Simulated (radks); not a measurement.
**Ionisation of Er⁴⁹⁺: one atom, several choices of relativity**

Aim: the ionisation energy of Er⁴⁹⁺ ([Ar] 3d1) to Er⁵⁰⁺ ([Ar]) for each choice of relativity, and which comes nearest the tabulated value.

The numbers are computed with radks (a radial shooting solver on a logarithmic mesh, Libxc functionals) version 1 (Kohn-Sham, LDA (Slater exchange, Perdew-Wang correlation), spin-unpolarised, spherical densities), except any that are marked as measured or tabulated.

## Step 1: The atom as given

* element: erbium (Z = 68)
* charge: +49
* electrons: 19
* configuration: [Ar] 3d1
* ion: Er⁵⁰⁺, [Ar]
* choices: non-relativistic; scalar-relativistic; Dirac, 2j+1 shares; Dirac, low j first; scalar-relativistic, finite nucleus; Dirac, 2j+1 shares, finite nucleus; Dirac, c × 0.85; Dirac, c × 10; Dirac, c × 0.75

## Step 2: non-relativistic: Er⁴⁹⁺

The run's settings:

```text
Z 68
configuration [Ar] 3d1 4s0 4p0
relativity non-relativistic
functional lda,pw
spin unpolarised
nucleus point
```

## Step 3: non-relativistic: Er⁵⁰⁺

The run's settings:

```text
Z 68
configuration [Ar]
relativity non-relativistic
functional lda,pw
spin unpolarised
nucleus point
```

## Step 4: scalar-relativistic: Er⁴⁹⁺

The run's settings:

```text
Z 68
configuration [Ar] 3d1 4s0 4p0
relativity scalar-relativistic
functional lda,pw
spin unpolarised
nucleus point
c 137.035999084
```

## Step 5: scalar-relativistic: Er⁵⁰⁺

The run's settings:

```text
Z 68
configuration [Ar]
relativity scalar-relativistic
functional lda,pw
spin unpolarised
nucleus point
c 137.035999084
```

## Step 6: Dirac, 2j+1 shares: Er⁴⁹⁺

The run's settings:

```text
Z 68
configuration [Ar] 3d1 4s0 4p0
relativity Dirac
functional lda,pw
spin unpolarised
j_filling average
nucleus point
c 137.035999084
```

## Step 7: Dirac, 2j+1 shares: Er⁵⁰⁺

Settings, as their differences from step 6:

```diff
@@ -1,3 +1,3 @@
 Z 68
-configuration [Ar] 3d1 4s0 4p0
+configuration [Ar]
 relativity Dirac
```

## Step 8: Dirac, low j first: Er⁴⁹⁺

The run's settings:

```text
Z 68
configuration [Ar] 3d1 4s0 4p0
relativity Dirac
functional lda,pw
spin unpolarised
j_filling energy
nucleus point
c 137.035999084
```

## Step 9: Dirac, low j first: Er⁵⁰⁺

Settings, as their differences from step 8:

```diff
@@ -1,3 +1,3 @@
 Z 68
-configuration [Ar] 3d1 4s0 4p0
+configuration [Ar]
 relativity Dirac
```

## Step 10: scalar-relativistic, finite nucleus: Er⁴⁹⁺

The run's settings:

```text
Z 68
configuration [Ar] 3d1 4s0 4p0
relativity scalar-relativistic
functional lda,pw
spin unpolarised
nucleus finite rms 5.2516 fm
c 137.035999084
```

## Step 11: scalar-relativistic, finite nucleus: Er⁵⁰⁺

Settings, as their differences from step 10:

```diff
@@ -1,3 +1,3 @@
 Z 68
-configuration [Ar] 3d1 4s0 4p0
+configuration [Ar]
 relativity scalar-relativistic
```

## Step 12: Dirac, 2j+1 shares, finite nucleus: Er⁴⁹⁺

The run's settings:

```text
Z 68
configuration [Ar] 3d1 4s0 4p0
relativity Dirac
functional lda,pw
spin unpolarised
j_filling average
nucleus finite rms 5.2516 fm
c 137.035999084
```

## Step 13: Dirac, 2j+1 shares, finite nucleus: Er⁵⁰⁺

Settings, as their differences from step 12:

```diff
@@ -1,3 +1,3 @@
 Z 68
-configuration [Ar] 3d1 4s0 4p0
+configuration [Ar]
 relativity Dirac
```

## Step 14: Dirac, c × 0.85: Er⁴⁹⁺

The run's settings:

```text
Z 68
configuration [Ar] 3d1 4s0 4p0
relativity Dirac
functional lda,pw
spin unpolarised
j_filling average
nucleus point
c 116.4806
```

## Step 15: Dirac, c × 0.85: Er⁵⁰⁺

Settings, as their differences from step 14:

```diff
@@ -1,3 +1,3 @@
 Z 68
-configuration [Ar] 3d1 4s0 4p0
+configuration [Ar]
 relativity Dirac
```

## Step 16: Dirac, c × 10: Er⁴⁹⁺

The run's settings:

```text
Z 68
configuration [Ar] 3d1 4s0 4p0
relativity Dirac
functional lda,pw
spin unpolarised
j_filling average
nucleus point
c 1370.35999
```

## Step 17: Dirac, c × 10: Er⁵⁰⁺

Settings, as their differences from step 16:

```diff
@@ -1,3 +1,3 @@
 Z 68
-configuration [Ar] 3d1 4s0 4p0
+configuration [Ar]
 relativity Dirac
```

## Step 18: Dirac, c × 0.75: Er⁴⁹⁺

The run's settings:

```text
Z 68
configuration [Ar] 3d1 4s0 4p0
relativity Dirac
functional lda,pw
spin unpolarised
j_filling average
nucleus point
c 102.777
```

## Step 19: Dirac, c × 0.75: Er⁵⁰⁺

Settings, as their differences from step 18:

```diff
@@ -1,3 +1,3 @@
 Z 68
-configuration [Ar] 3d1 4s0 4p0
+configuration [Ar]
 relativity Dirac
```

What does the calculation give? Wanted: for each run, relativity; E(Er⁴⁹⁺); Δ-SCF; −ε(HOMO); <r> HOMO; error.

**Answer**, as computed:

| relativity | E(Er⁴⁹⁺) (hartree) | Δ-SCF (eV) | −ε(HOMO) (eV) | <r> HOMO (bohr) | error (eV) |
| --- | --- | --- | --- | --- | --- |
| non-relativistic | -10285.6594 | 4252.4 | 4189.6 | 0.1846 | -41.59 |
| scalar-relativistic | -10854.3078 | 4265.1 | 4203.1 | 0.1828 | -28.91 |
| Dirac, 2j+1 shares | -10867.3070 | 4264.6 | 4179.2 | 0.1841 | -29.44 |
| Dirac, low j first | -10868.5092 | 4297.3 | 4233.1 | 0.1807 | +3.28 |
| scalar-relativistic, finite nucleus | -10852.9797 | 4265.1 | 4203.2 | 0.1828 | -28.89 |
| Dirac, 2j+1 shares, finite nucleus | -10865.9694 | 4264.6 | 4179.2 | 0.1841 | -29.41 |
| Dirac, c × 0.85 | -11138.5977 | 4268.3 | 4174.2 | 0.1840 | -25.67 |
| Dirac, c × 10 | -10290.7807 | 4252.5 | 4189.5 | 0.1846 | -41.46 |
| Dirac, c × 0.75 | -11455.8930 | 4271.5 | 4168.3 | 0.1839 | -22.52 |

What this shows: The NIST Atomic Spectra Database lists 4294 eV (theoretical). Nearest is Dirac, low j first (+3.28 eV off), farthest non-relativistic (-41.59 eV). Runs with a scaled speed of light are not ranked. The ionisation energies span 44.87 eV, the total energies of Er⁴⁹⁺ 31844 eV (scaled speeds of light included): most of the change in the total cancels in the difference. From the non-relativistic level to Dirac, 2j+1 shares, finite nucleus the 1s level goes from -56566 to -60465 eV and the ionisation energy moves by +12.18 eV. Levels marked c × scale the speed of light and are no model of nature. Spin polarisation and multiplet splitting of open shells are left out at every level.
